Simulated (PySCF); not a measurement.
# C4H8BN: the cost of one run

Computed with PySCF 2.14.0, with density-fitted response routines of our own, on a single molecule in the gas phase. Atoms are numbered from 0 throughout.

## (1) Starting geometry

14 atoms, charge 0, multiplicity 1; geometry from: PBE0-D3(BJ)/def2-SVP.

Bonds of the start (Å): C0–C1 1.45, C1–C2 1.22, C2–B3 1.54, B3–C4 1.58, B3–N5 1.40, C0–H6 1.10, C0–H7 1.10, C0–H8 1.10, C4–H9 1.10, C4–H10 1.10, C4–H11 1.10, N5–H12 1.01, N5–H13 1.01.

## (2) NMR shieldings: PBE0/pcSseg-1

The job: settings as JSON, then the geometry in Å.

```
{"job": {"kind": "nmr", "xc": "PBE0", "basis": "pcSseg-1", "pop": false}, "charge": 0, "multiplicity": 1}
C      3.038749    -0.350350     0.155309
C      1.608529    -0.106463     0.221092
C      0.407953     0.100907     0.275622
B     -1.115382     0.322294     0.346969
C     -2.095534    -0.911065     0.463539
N     -1.602331     1.633668     0.309847
H      3.286814    -1.022904    -0.681417
H      3.603995     0.584518     0.015905
H      3.399871    -0.827181     1.080635
H     -3.160780    -0.632772     0.482173
H     -1.873034    -1.483394     1.379573
H     -1.933940    -1.608940    -0.374585
H     -0.998162     2.441374     0.238892
H     -2.588475     1.853133     0.350923
```

Method: GIAO PBE0/pcSseg-1 NMR shielding, non-relativistic, gas phase.

Launch:

```
$ OMP_NUM_THREADS=1 python probes_run.py task.json out
```

This one command runs all jobs of the session in turn.

Q: Estimate the wall time and peak memory of this first job on 1 thread of Arm Neoverse V1, shared host.

About 18 s, with a peak of 0.74 GiB.
